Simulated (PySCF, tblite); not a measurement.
# C7H10NPSi: geometry, infrared bands and NMR shifts

Aim: predict the infrared bands and NMR shifts of C7H10NPSi (`[SiH3]c1cncpc1C1CC1`).

The runs use tblite 0.8.0 and PySCF 2.14.0, with density-fitted response routines of our own; the level of theory stands in each step. All values are computed, except where a source is named. Atoms count from 0, in the outputs and in this text.

**1. The molecule as given**

20 atoms, charge 0, multiplicity 1; geometry from: force field or distance geometry start.

Bonds of the start (Å): Si0–C1 1.85, C1–C2 1.39, C2–N3 1.31, N3–C4 1.33, C4–P5 1.76, P5–C6 1.76, C6–C7 1.48, C7–C8 1.54, C8–C9 1.53, C6–C1 1.38, C9–C7 1.50, Si0–H10 1.49, Si0–H11 1.46, Si0–H12 1.45, C2–H13 1.09, C4–H14 1.07, C7–H15 1.11, C8–H16 1.11, C8–H17 1.11, C9–H18 1.12, C9–H19 1.09.

**2. Relaxing the molecule with GFN2-xTB**

What the job is given:

```
{"job": {"kind": "relax", "xc": "GFN2-xTB", "basis": "xTB"}, "charge": 0, "multiplicity": 1}
Si     1.339000     1.906200    -0.162200
C      1.174100     0.068800     0.008400
C      2.302400    -0.722000    -0.172700
N      2.348500    -2.026000    -0.094300
C      1.391100    -2.899500     0.209100
P     -0.183100    -2.177700     0.502800
C     -0.065700    -0.428000     0.339100
C     -1.256500     0.418400     0.555300
C     -2.032900     0.624800    -0.753500
C     -2.648600    -0.124700     0.427800
H      1.479100     2.524800     1.181700
H      0.153500     2.450300    -0.817200
H      2.519300     2.265400    -0.915800
H      3.222800    -0.190200    -0.432600
H      1.580500    -3.949100     0.242900
H     -1.065200     1.388200     1.062800
H     -2.415800     1.647600    -0.948100
H     -1.708000    -0.007800    -1.602100
H     -3.407500     0.447900     1.028800
H     -2.732200    -1.206700     0.336900
```

Command:

```sh
$ OMP_NUM_THREADS=1 python probes_run.py task.json out
```

The driver reads the jobs from task.json and runs them one after another.

Log:

```text
step      E/eV     max force
  0    -739.35605    3.655
  1    -739.73952    1.488
  2    -739.95074    1.333
  3    -740.00837    0.950
  4    -740.05232    0.412
  5    -740.07282    0.379
  6    -740.08739    0.243
  7    -740.09688    0.238
  8    -740.10415    0.208
  9    -740.10819    0.144
 10    -740.11035    0.106
 11    -740.11190    0.097
 12    -740.11357    0.092
 13    -740.11516    0.092
 14    -740.11643    0.075
 15    -740.11743    0.069
 16    -740.11848    0.079
 17    -740.11981    0.090
 18    -740.12141    0.139
 19    -740.12304    0.143
 20    -740.12452    0.101
 21    -740.12587    0.084
 22    -740.12711    0.072
 23    -740.12812    0.071
 24    -740.12896    0.069
 25    -740.12982    0.070
 26    -740.13082    0.083
 27    -740.13190    0.085
 28    -740.13287    0.063
 29    -740.13362    0.067
 30    -740.13424    0.072
 31    -740.13481    0.063
 32    -740.13530    0.053
 33    -740.13570    0.049
 34    -740.13608    0.047
 35    -740.13647    0.047
 36    -740.13683    0.040
 37    -740.13711    0.032
 38    -740.13741    0.045
 39    -740.13784    0.061
 40    -740.13847    0.063
 41    -740.13914    0.068
 42    -740.13964    0.055
 43    -740.14001    0.040
 44    -740.14043    0.050
 45    -740.14099    0.060
 46    -740.14164    0.067
 47    -740.14219    0.058
 48    -740.14266    0.047
 49    -740.14315    0.050
 50    -740.14370    0.052
 51    -740.14417    0.045
 52    -740.14451    0.032
 53    -740.14479    0.036
 54    -740.14512    0.045
 55    -740.14555    0.047
 56    -740.14601    0.049
 57    -740.14642    0.052
 58    -740.14679    0.041
 59    -740.14722    0.046
 60    -740.14761    0.044
 61    -740.14793    0.042
 62    -740.14823    0.050
 63    -740.14853    0.050
 64    -740.14890    0.047
 65    -740.14932    0.049
 66    -740.14974    0.049
 67    -740.15010    0.038
 68    -740.15040    0.037
 69    -740.15068    0.035
 70    -740.15096    0.041
 71    -740.15124    0.040
 72    -740.15150    0.037
 73    -740.15176    0.040
 74    -740.15204    0.060
 75    -740.15244    0.065
 76    -740.15304    0.061
 77    -740.15396    0.083
 78    -740.15461    0.079
 79    -740.15524    0.043
 80    -740.15561    0.052
 81    -740.15594    0.060
 82    -740.15631    0.056
 83    -740.15681    0.046
 84    -740.15732    0.050
 85    -740.15769    0.048
 86    -740.15804    0.045
 87    -740.15840    0.043
 88    -740.15898    0.042
 89    -740.15958    0.058
 90    -740.16033    0.056
 91    -740.16083    0.053
 92    -740.16099    0.072
 93    -740.16155    0.068
 94    -740.16195    0.050
 95    -740.16280    0.047
 96    -740.16335    0.045
 97    -740.16426    0.085
 98    -740.16553    0.069
 99    -740.16383    0.233
100    -740.16743    0.106
101    -740.16823    0.083
102    -740.16853    0.206
103    -740.17061    0.085
104    -740.17171    0.087
105    -740.17498    0.086
106    -740.17703    0.098
107    -740.17906    0.115
108    -740.18054    0.099
109    -740.18237    0.124
110    -740.18432    0.092
111    -740.18609    0.119
112    -740.18747    0.082
113    -740.18886    0.086
114    -740.19016    0.066
115    -740.19107    0.057
116    -740.19184    0.048
117    -740.19235    0.055
118    -740.19273    0.051
119    -740.19304    0.043
120    -740.19333    0.031
121    -740.19356    0.033
122    -740.19372    0.025
123    -740.19383    0.024
124    -740.19392    0.019
125    -740.19400    0.018
126    -740.19406    0.014
127    -740.19410    0.014
128    -740.19413    0.013
129    -740.19415    0.013
130    -740.19419    0.015
131    -740.19424    0.016
132    -740.19428    0.014
133    -740.19432    0.012
134    -740.19434    0.011
135    -740.19436    0.009
```

Wall time 1.4 s (1 thread of Arm Neoverse V1, shared host); peak memory 0.18 GiB.

Along the way: (not every step is listed)

| step | energy from step 0 (eV) | largest force (eV/Å) |
| --- | --- | --- |
| 0 | 0.0000 | 3.6552 |
| 1 | -0.3835 | 1.4880 |
| 2 | -0.5947 | 1.3333 |
| 3 | -0.6523 | 0.9496 |
| 4 | -0.6963 | 0.4123 |
| 5 | -0.7168 | 0.3794 |
| 6 | -0.7313 | 0.2430 |
| 7 | -0.7408 | 0.2378 |
| 8 | -0.7481 | 0.2083 |
| 20 | -0.7685 | 0.1014 |
| 32 | -0.7793 | 0.0533 |
| 44 | -0.7844 | 0.0498 |
| 56 | -0.7900 | 0.0491 |
| 68 | -0.7944 | 0.0372 |
| 80 | -0.7996 | 0.0518 |
| 92 | -0.8049 | 0.0718 |
| 104 | -0.8157 | 0.0867 |
| 116 | -0.8358 | 0.0479 |
| 128 | -0.8381 | 0.0131 |
| 130 | -0.8381 | 0.0146 |
| 131 | -0.8382 | 0.0158 |
| 132 | -0.8382 | 0.0142 |
| 133 | -0.8383 | 0.0122 |
| 134 | -0.8383 | 0.0108 |
| 135 | -0.8383 | 0.0087 |

Close pairs (by a distance rule), those that changed most:

| bond | before (Å) | after (Å) | change (Å) |
| --- | --- | --- | --- |
| C9–H18 | 1.125 | 1.080 | -0.045 |
| Si0–C1 | 1.853 | 1.895 | +0.042 |
| C8–C9 | 1.528 | 1.488 | -0.041 |
| C8–H16 | 1.109 | 1.080 | -0.030 |
| C7–H15 | 1.111 | 1.083 | -0.028 |
| C7–C8 | 1.536 | 1.508 | -0.027 |
| C8–H17 | 1.107 | 1.082 | -0.026 |
| N3–C4 | 1.331 | 1.310 | -0.021 |

The end geometry stands in the next job.

**3. Infrared spectrum with GFN2-xTB**

What the job is given:

```
{"job": {"kind": "ir", "xc": "GFN2-xTB", "basis": "xTB"}, "charge": 0, "multiplicity": 1}
Si     1.572475     2.012031     0.058606
C      1.237755     0.148144    -0.000790
C      2.356487    -0.687970    -0.037654
N      2.371003    -2.003447    -0.095348
C      1.259278    -2.696381    -0.129194
P     -0.378353    -2.112975    -0.092818
C     -0.049747    -0.384469    -0.010992
C     -1.225968     0.505052     0.047067
C     -2.476169     0.148042    -0.717263
C     -2.472668     0.057625     0.767762
H      1.044276     2.570007     1.306491
H      0.947733     2.665801    -1.094992
H      3.020163     2.207040     0.006096
H      3.343391    -0.240528    -0.016977
H      1.394315    -3.773586    -0.183970
H     -0.986585     1.559287     0.110974
H     -3.026180     0.946033    -1.192851
H     -2.460137    -0.774520    -1.281455
H     -3.021061     0.791969     1.338175
H     -2.455157    -0.926473     1.216098
```

Log:

```text
mode    cm-1     km/mol
  1      50.8      0.01
  2      71.3      0.07
  3     130.1      0.06
  4     161.9      0.15
  5     170.4      0.20
  6     219.9      0.88
  7     237.9      0.05
  8     334.3      4.00
  9     338.1      2.12
 10     378.8      5.08
 11     463.6      1.46
 12     511.8     18.05
 13     547.3     37.05
 14     552.0     46.45
 15     590.5     18.08
 16     650.4     32.07
 17     699.8     13.46
 18     775.5    274.81
 19     796.1     76.70
 20     796.9     94.19
 21     801.0     52.28
 22     803.2    291.13
 23     833.1     12.52
 24     866.3      9.24
 25     876.1      0.17
 26     906.9     59.69
 27     942.9      0.64
 28     960.6     19.54
 29    1029.0     15.51
 30    1065.2     18.19
 31    1066.7      1.01
 32    1084.5      0.41
 33    1148.9      0.22
 34    1153.9      3.60
 35    1192.0      6.54
 36    1232.1      4.99
 37    1259.5      1.98
 38    1297.7      0.74
 39    1341.6      4.56
 40    1375.8     24.53
 41    1421.5      1.16
 42    1469.9     12.38
 43    1485.7     71.34
 44    1498.9     53.07
 45    2243.4    265.00
 46    2246.3    322.62
 47    2279.9    268.26
 48    2990.0     17.35
 49    3031.6     39.24
 50    3044.1     27.11
 51    3062.3      7.03
 52    3065.1     17.22
 53    3086.7     15.16
 54    3100.7     60.44
```

Run time: 1.1 s. Hardware: 1 thread of Arm Neoverse V1, shared host; peak memory 0.18 GiB.

The strongest bands and the atoms that carry them (share of the mass-weighted mode):

| cm⁻¹ | km/mol | atoms |
| --- | --- | --- |
| 776 | 274.8 | H10 46 %, H11 44 % |
| 796 | 76.7 | H18 17 %, H19 16 %, H16 16 %, H17 15 % |
| 797 | 94.2 | H12 31 %, H10 19 % |
| 803 | 291.1 | H11 41 %, H12 35 % |
| 1486 | 71.3 | C2 36 %, C4 14 %, H13 12 %, C1 11 % |
| 2243 | 265.0 | H11 96 % |
| 2246 | 322.6 | H10 95 % |
| 2280 | 268.3 | H12 97 % |

**4. Nuclear shieldings: PBE0/pcSseg-1**

The job, as its differences from that of step 3:

```diff
@@ -1,2 +1,2 @@
-{"job": {"kind": "ir", "xc": "GFN2-xTB", "basis": "xTB"}, "charge": 0, "multiplicity": 1}
+{"job": {"kind": "nmr", "xc": "PBE0", "basis": "pcSseg-1"}, "charge": 0, "multiplicity": 1}
 Si     1.572475     2.012031     0.058606
```

With the program's defaults for keys left out, this is: GIAO PBE0/pcSseg-1 NMR shielding, non-relativistic, gas phase.

Log:

```text
coarse grid: 18112 points
cycle   1  E = -957.5018205575  dE =  1.646e+00  |g| = 3.578e-01  |ddm| = 4.451e+00
cycle   2  E = -957.4914957358  dE =  1.032e-02  |g| = 4.236e-01  |ddm| = 9.458e-01
cycle   3  E = -957.5342556998  dE = -4.276e-02  |g| = 9.048e-02  |ddm| = 5.607e-01
cycle   4  E = -957.5358262338  dE = -1.571e-03  |g| = 4.831e-02  |ddm| = 1.539e-01
cycle   5  E = -957.5364459975  dE = -6.198e-04  |g| = 1.146e-02  |ddm| = 6.763e-02
cycle   6  E = -957.5364735351  dE = -2.754e-05  |g| = 6.147e-03  |ddm| = 2.066e-02
cycle   7  E = -957.5364832754  dE = -9.740e-06  |g| = 1.538e-03  |ddm| = 7.554e-03
final grid: 167024 points
cycle   8  E = -957.5944195298  dE = -4.172e-05  |g| = 9.476e-03  |ddm| = 4.976e-02
cycle   9  E = -957.5943883467  dE =  3.118e-05  |g| = 1.420e-02  |ddm| = 2.617e-02
cycle  10  E = -957.5944421980  dE = -5.385e-05  |g| = 2.219e-03  |ddm| = 1.832e-02
cycle  11  E = -957.5944435392  dE = -1.341e-06  |g| = 4.861e-04  |ddm| = 3.127e-03
cycle  12  E = -957.5944435914  dE = -5.223e-08  |g| = 2.176e-04  |ddm| = 8.549e-04
cycle  13  E = -957.5944436034  dE = -1.196e-08  |g| = 5.627e-05  |ddm| = 2.738e-04
cycle  14  E = -957.5944436040  dE = -6.698e-10  |g| = 2.388e-05  |ddm| = 7.915e-05
converged SCF energy = -957.5944436040

GIAO shielding tensors (ppm)
atom      isotropic    diamagn.    paramagn.     s11        s22        s33       span
  0 Si     420.992     882.505    -461.512    373.530    430.128    459.319     85.789
  1 C       58.780     260.890    -202.110    -40.230     38.306    178.264    218.494
  2 C       29.443     249.452    -220.009    -61.989     17.589    132.730    194.719
  3 N      -97.523     331.480    -429.003   -449.416   -165.654    322.500    771.917
  4 C       -6.737     262.042    -268.780   -181.948     15.998    145.739    327.687
  5 P      126.445     970.209    -843.764   -112.734    -75.132    567.200    679.934
  6 C      -23.755     262.740    -286.495   -185.860    -56.645    171.240    357.100
  7 C      159.259     247.039     -87.781    122.104    143.268    212.404     90.300
  8 C      161.359     254.472     -93.113    113.801    172.369    197.907     84.106
  9 C      161.887     254.498     -92.610    115.487    172.302    197.873     82.386
 10 H       26.899      30.357      -3.458     22.842     26.378     31.478      8.636
 11 H       26.909      30.410      -3.500     22.736     26.618     31.375      8.639
 12 H       27.353      30.120      -2.768     23.488     25.981     32.590      9.102
 13 H       22.585      30.545      -7.960     17.167     22.070     28.519     11.352
 14 H       21.059      29.421      -8.362     17.687     18.138     27.352      9.665
 15 H       29.666      34.617      -4.951     20.801     29.537     38.661     17.860
 16 H       30.074      30.763      -0.689     24.047     26.278     39.897     15.851
 17 H       30.491      32.009      -1.518     24.517     29.505     37.450     12.933
 18 H       30.082      30.740      -0.657     24.034     26.305     39.907     15.873
 19 H       30.436      32.015      -1.579     24.366     29.458     37.486     13.120
```

Run time: 50 s. Hardware: 1 thread of Arm Neoverse V1, shared host; peak memory 1.1 GiB.

Shifts follow as δ = σ(reference) − σ, with reference shieldings (ppm) from runs at the same level and on the same kind of geometry: 1H TMS 31.72, 13C TMS 186.9, 29Si TMS 349.2, 15N NH3 267.7, 31P H3PO4 318.4. The references are single molecules in the gas phase, so shifts against H2O, NH3, PH3, H3PO4 or CFCl3 are not on the usual liquid scales and can be off by tens of ppm. Atoms listed in one row are averaged.

| atoms | environment | σ (ppm) | δ (ppm) | δ scaled to CDCl3 |
| --- | --- | --- | --- | --- |
| C6 | substituted aromatic carbon | -23.8 | 210.7 | 203.7 |
| C4 | aromatic CH next to a ring nitrogen | -6.7 | 193.7 | 187.1 |
| C2 | aromatic CH next to a ring nitrogen | 29.4 | 157.5 | 151.8 |
| C1 | substituted aromatic carbon | 58.8 | 128.1 | 123.2 |
| C7 | three-membered-ring carbon | 159.3 | 27.7 | 25.1 |
| C8, C9 | three-membered-ring carbon | 161.6 | 25.3 | 22.8 |
| H14 | hydrogen on an aromatic CH next to a ring nitrogen | 21.06 | 10.66 | 10.15 |
| H13 | hydrogen on an aromatic CH next to a ring nitrogen | 22.59 | 9.13 | 8.71 |
| H10, H11, H12 | hydrogen on a silicon bonded to C | 27.05 | 4.66 | – |
| H15 | hydrogen on a three-membered-ring carbon | 29.67 | 2.05 | 2.04 |
| H16, H18 | hydrogen on a three-membered-ring carbon | 30.08 | 1.64 | 1.65 |
| H17, H19 | hydrogen on a three-membered-ring carbon | 30.46 | 1.25 | 1.29 |
| Si0 | silicon bonded to C, 3 H | 421.0 | -71.8 | – |
| N3 | pyridine-type ring nitrogen | -97.5 | 365.3 | – |
| P5 | phosphorus bonded to 2 C, in a 6-membered ring | 126.4 | 191.9 | – |

The scaled column applies a straight-line fit of computed shieldings to shifts measured in CDCl3 (root-mean-square error 0.16 ppm for H, 1.9 ppm for C).

The run also stored atomic charges by several schemes (e):

| atoms | Mulliken | IAO | Hirshfeld | ESP fit |
| --- | --- | --- | --- | --- |
| Si0 | 0.53 | 0.58 | 0.31 | 0.31 |
| C1 | -0.38 | -0.30 | -0.10 | -0.54 |
| C2 | 0.15 | 0.01 | 0.02 | 0.57 |
| N3 | -0.37 | -0.26 | -0.16 | -0.71 |
| C4 | -0.17 | -0.22 | -0.04 | 0.36 |
| P5 | 0.41 | 0.28 | 0.09 | -0.29 |
| C6 | -0.25 | -0.15 | -0.03 | 0.43 |
| C7 | -0.31 | -0.14 | -0.04 | -0.29 |
| C8, C9 | -0.17 | -0.28 | -0.08 | -0.28 |

Mayer bond orders: Si0–C1 0.86, C1–C2 1.38, C2–N3 1.51, N3–C4 1.46, C4–P5 1.32, P5–C6 1.25, C6–C7 1.04, C7–C8 0.93, C8–C9 0.97, C6–C1 1.39, C9–C7 0.93.

Ring of atoms C1, C2, N3, C4, P5, C6: NICS(0) -5.7, NICS(1) -10.0, NICS(1)zz -23.4 ppm (means of both faces).

Ring of atoms C7, C8, C9: NICS(0) -42.2, NICS(1) -7.3, NICS(1)zz -24.1 ppm (means of both faces).

In rings of three or four atoms NICS is ruled by the nearby σ bonds, so it says little on aromaticity.

**5. Outcome**

| quantity | value |
| --- | --- |
| strongest single infrared mode (GFN2-xTB) | 2246 cm⁻¹, 323 km/mol |
| zero-point energy (GFN2-xTB) | 91.1 kcal/mol |
| 13C shifts against TMS (PBE0/pcSseg-1, means over atoms taken as alike) | 210.7, 193.7, 157.5, 128.1, 27.7, 25.3 ppm |
| 1H shifts against TMS (PBE0/pcSseg-1, means over atoms taken as alike) | 10.66, 9.13, 4.66, 2.05, 1.64, 1.25 ppm |
| 29Si shifts against TMS (PBE0/pcSseg-1) | -71.8 ppm |
| 15N shifts against NH3 (PBE0/pcSseg-1) | 365.3 ppm |
| 31P shifts against H3PO4 (PBE0/pcSseg-1) | 191.9 ppm |

The optimisation took 135 steps and gained 0.838 eV; among the close pairs (by a distance rule), C9–H18 changed most, from 1.125 to 1.080 Å. All 54 modes are real, so the xTB geometry is a minimum. GFN2-xTB is a fitted tight-binding method: band positions and strengths are rough. Its intensities can rank the bands wrongly. At PBE0/pcSseg-1: The largest span, 772 ppm, is at N3, where the paramagnetic term is -429 ppm. NICS(1)zz of -23 ppm above the planar ring from C1 marks a diatropic (aromatic) ring current.
